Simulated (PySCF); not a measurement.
# [SnH5]− (SMILES [H][Sn-]([H])([H])([H])[H]) at FCI/STO-3G

What is the vertical singlet–triplet gap of [SnH5]− at FCI/STO-3G? 

The calculation is run with PySCF 2.14.0.

5 further runs of the same task are left out: 5 set aside as unsound or not needed.

**1. The structure to begin with**

[SnH5]−: 6 atoms, total charge -1, spin state singlet. As SMILES, `[H][Sn-]([H])([H])([H])[H]`. Geometry: a GFN2-xTB relaxation, a rough one for these elements and not checked as a minimum.

Bond lengths: Sn1–H2 1.885 Å, Sn1–H3 1.889 Å, Sn1–H4 1.782 Å, Sn1–H5 1.783 Å, Sn1–H6 1.782 Å. Angles: H2–Sn1–H3 179.8°, H2–Sn1–H4 90.0°, H2–Sn1–H5 89.9°, H2–Sn1–H6 90.0°, H3–Sn1–H4 90.0°, H3–Sn1–H5 89.9°, H3–Sn1–H6 90.2°, H4–Sn1–H5 120.0°, H4–Sn1–H6 120.0°, H5–Sn1–H6 119.9°.

**2. A single-point energy at FCI/STO-3G**

calc.py

```python
from pyscf import gto, scf, mcscf
from pyscf import fci

molecule = gto.M(
    atom=[
    ('Sn', (0.000450, -0.001410, 0.000420)),
    ('H', (-0.020070, -0.006290, 1.885790)),
    ('H', (0.020250, 0.010720, -1.888030)),
    ('H', (1.782780, 0.010780, 0.018860)),
    ('H', (-0.902470, 1.535970, -0.003420)),
    ('H', (-0.880950, -1.549760, -0.013620)),
],
    basis='sto-3g',
    verbose=3,
    max_memory=1860,
    charge=-1,
)

hf = scf.RHF(molecule)
hf.conv_tol = 1e-10
hf.kernel()
if not hf.converged:
    hf = hf.newton().run(hf.mo_coeff, hf.mo_occ)

cas = mcscf.CASCI(hf, hf.mo_coeff.shape[-1] - 18, (molecule.nelec[0] - 18, molecule.nelec[1] - 18))  # full CI above the frozen core
cas.fcisolver = fci.direct_spin0.FCI(molecule)  # even spin states alone
cas.kernel()
print('<S^2> = %.4f' % cas.fcisolver.spin_square(cas.ci, cas.ncas, cas.nelecas)[0])
e_final = cas.e_tot
print('E(%s) = %.9f' % ('FCI', e_final))
```

Started as:

```console
OMP_NUM_THREADS=1 python calc.py
```

The log of the run:

```text
converged SCF energy = -5965.93547280429
CASCI E = -5966.01150566545  E(CI) = -93.6863402082481  S^2 = 0.0000000
<S^2> = 0.0000
E(FCI) = -5966.011505665
```

Run time: 7.2 s. Hardware: 1 thread of Intel Xeon Platinum 8375C at 2.90GHz (Ice Lake), shared host; peak memory 0.32 GiB.

**3. The triplet at the same level**

input.py

```python
from pyscf import gto, mcscf

mol = gto.M(
    atom='''
Sn       0.000450      -0.001410       0.000420
H       -0.020070      -0.006290       1.885790
H        0.020250       0.010720      -1.888030
H        1.782780       0.010780       0.018860
H       -0.902470       1.535970      -0.003420
H       -0.880950      -1.549760      -0.013620
''',
    max_memory=1860,
    basis='sto-3g',
    spin=2,
    verbose=4,
    charge=-1,
)

mf = mol.ROHF()
mf.conv_tol = 1e-10
mf.kernel()
if not mf.converged:
    mf = mf.newton().run(mf.mo_coeff, mf.mo_occ)

cas = mcscf.CASCI(mf, mf.mo_coeff.shape[-1] - 18, (mol.nelec[0] - 18, mol.nelec[1] - 18))  # full CI above the frozen core
cas.fix_spin_(ss=2.0)
cas.kernel()
energy = cas.e_tot
print('E = %.10f Eh' % energy)
```

Started as:

```console
OMP_NUM_THREADS=1 python input.py
```

The log of the run:

```text
PySCF version 2.14.0

[INPUT] num. atoms = 6
[INPUT] num. electrons = 56
[INPUT] charge = -1
[INPUT] spin (= nelec alpha-beta = 2S) = 2
[INPUT] symmetry False subgroup None
[INPUT] Mole.unit = angstrom
[INPUT] Symbol           X                Y                Z      unit          X                Y                Z       unit  Magmom
[INPUT]  1 Sn     0.000450000000  -0.001410000000   0.000420000000 AA    0.000850376756  -0.002664513836   0.000793684972 Bohr   0.0
[INPUT]  2 H     -0.020070000000  -0.006290000000   1.885790000000 AA   -0.037926803320  -0.011886377324   3.563626628444 Bohr   0.0
[INPUT]  3 H      0.020250000000   0.010720000000  -1.888030000000 AA    0.038266954022   0.020257864055  -3.567859614963 Bohr   0.0
[INPUT]  4 H      1.782780000000   0.010780000000   0.018860000000 AA    3.368965940352   0.020371247623   0.035640234709 Bohr   0.0
[INPUT]  5 H     -0.902470000000   1.535970000000  -0.003420000000 AA   -1.705421135636   2.902562635548  -0.006462863346 Bohr   0.0
[INPUT]  6 H     -0.880950000000  -1.549760000000  -0.013620000000 AA   -1.664754229436  -2.928621958806  -0.025738069817 Bohr   0.0

nuclear repulsion = 74.454838936137
number of shells = 16
number of NR pGTOs = 96
number of NR cGTOs = 32
basis = sto-3g
ecp = {}

******** <class 'pyscf.scf.rohf.ROHF'> ********
method = ROHF
initial guess = minao
damping factor = 0
level_shift factor = 0
DIIS = <class 'pyscf.scf.diis.CDIIS'>
diis_start_cycle = 1
diis_space = 8
diis_damp = 0
SCF conv_tol = 1e-10
SCF conv_tol_grad = None
SCF max_cycles = 50
direct_scf = True
direct_scf_tol = 1e-13
num. doubly occ = 27  num. singly occ = 2
Set gradient conv threshold to 1e-05
init E= -5948.54973497973
  HOMO = 0.0324403498784748  LUMO = 0.0587512208768903  gap/eV = 0.71596
cycle= 1 E= -5965.51944540742  delta_E=  -17  |g|= 0.335  |ddm|= 2.71
  HOMO = 0.616486342426564  LUMO = 0.759930988129787  gap/eV = 3.90333
cycle= 2 E= -5965.57367222785  delta_E= -0.0542  |g|= 0.0166  |ddm|= 0.489
  HOMO = 0.601167232536615  LUMO = 0.735507481709359  gap/eV = 3.65558
cycle= 3 E= -5965.57399525614  delta_E= -0.000323  |g|= 0.0048  |ddm|= 0.0461
  HOMO = 0.600840633153689  LUMO = 0.735480462085385  gap/eV = 3.66374
cycle= 4 E= -5965.57411950163  delta_E= -0.000124  |g|= 0.00525  |ddm|= 0.0439
  HOMO = 0.600833163612514  LUMO = 0.735431500210823  gap/eV = 3.66261
cycle= 5 E= -5965.57405474651  delta_E= 6.48e-05  |g|= 0.00429  |ddm|= 0.0251
  HOMO = 0.600635398034992  LUMO = 0.735581985456369  gap/eV = 3.67208
cycle= 6 E= -5965.57394316776  delta_E= 0.000112  |g|= 0.00149  |ddm|= 0.0743
  HOMO = 0.600755441785912  LUMO = 0.735608376519197  gap/eV = 3.66954
cycle= 7 E= -5965.57394833629  delta_E= -5.17e-06  |g|= 0.0013  |ddm|= 0.0181
  HOMO = 0.600716541480821  LUMO = 0.735620755682328  gap/eV = 3.67093
cycle= 8 E= -5965.5739438126  delta_E= 4.52e-06  |g|= 0.00119  |ddm|= 0.00802
  HOMO = 0.600698760106318  LUMO = 0.73558240109855  gap/eV = 3.67037
cycle= 9 E= -5965.57392902782  delta_E= 1.48e-05  |g|= 0.000211  |ddm|= 0.0532
  HOMO = 0.600889242870214  LUMO = 0.735576686648446  gap/eV = 3.66503
cycle= 10 E= -5965.57392870621  delta_E= 3.22e-07  |g|= 3.87e-05  |ddm|= 0.0089
  HOMO = 0.600855249093827  LUMO = 0.735576642438343  gap/eV = 3.66596
cycle= 11 E= -5965.57392871566  delta_E= -9.45e-09  |g|= 4.55e-05  |ddm|= 0.0006
  HOMO = 0.600854907730505  LUMO = 0.735577750975583  gap/eV = 3.66600
cycle= 12 E= -5965.57392870391  delta_E= 1.17e-08  |g|= 3.44e-05  |ddm|= 0.000644
  HOMO = 0.600853668075317  LUMO = 0.735574334332859  gap/eV = 3.66594
cycle= 13 E= -5965.57392868926  delta_E= 1.47e-08  |g|= 4.12e-06  |ddm|= 0.00201
  HOMO = 0.600853821503766  LUMO = 0.735574342719792  gap/eV = 3.66593
cycle= 14 E= -5965.57392868925  delta_E= 1.82e-12  |g|= 2.67e-06  |ddm|= 0.000174
  HOMO = 0.60085385677417  LUMO = 0.735574247573106  gap/eV = 3.66593
Extra cycle  E= -5965.57392868931  delta_E= -5.28e-11  |g|= 3.37e-06  |ddm|= 2.69e-05
converged SCF energy = -5965.57392868931

******** <class 'pyscf.mcscf.casci.CASCI'> ********
CAS (11e+9e, 14o), ncore = 18, nvir = 0
natorb = False
canonicalization = True
sorting_mo_energy = False
******** <class 'pyscf.fci.addons.SpinPenaltyFCISolver'> ********
max. cycles = 200
conv_tol = 1e-08
davidson only = True
linear dependence = 1e-12
level shift = 0.001
max iter space = 12
nroots = 1
pspace_size = 400
spin = None
Density matrix diagonal elements [1.99912326 1.99932283 1.99932251 1.99993878 1.99993882 1.98918819
 1.90476124 1.91362733 1.91399026 1.15344967 0.84297633 0.09312106
 0.09323788 0.09800184]
CASCI converged
CASCI E = -5965.71550366387  E(CI) = -93.3987076490566  S^2 = 2.0000000
E = -5965.7155036639 Eh
```

Wall time 12 s (1 thread of Intel Xeon Platinum 8375C at 2.90GHz (Ice Lake), shared host); peak memory 0.28 GiB.

**4. Outcome**

Level: FCI/STO-3G, 18 core orbitals frozen.

```
                                                      quantity           value
                                         singlet: total energy  -5966.01151 Eh
                  singlet: HOMO energy (Hartree–Fock orbitals)         1.53 eV
                  singlet: LUMO energy (Hartree–Fock orbitals)        19.43 eV
singlet: HOMO–LUMO gap (to an unbound level, set by the basis)        17.91 eV
         singlet: correlation energy (18 core orbitals frozen)       -76.0 mEh
                                         triplet: total energy  -5965.71550 Eh
         triplet: correlation energy (18 core orbitals frozen)      -141.6 mEh
              vertical energy of the triplet above the singlet        8.055 eV
```

At this shape the triplet lies 8.05 eV (777 kJ/mol) above the singlet. For an anion a state so high probably lies above electron detachment. In a minimal basis such a difference can be off by several eV, whatever the method. Mulliken charges (singlet) of the mean-field density run from -0.41 on H3 to +0.78 on Sn1. The HOMO (singlet) lies at positive energy, 1.53 eV: the electron is unbound at this level or held by a compact basis; values depend on the basis. Relativity is left out (singlet) although the molecule holds a heavy atom. The HOMO (triplet) lies at positive energy, 16.35 eV: the electron is unbound at this level or held by a compact basis; values depend on the basis.
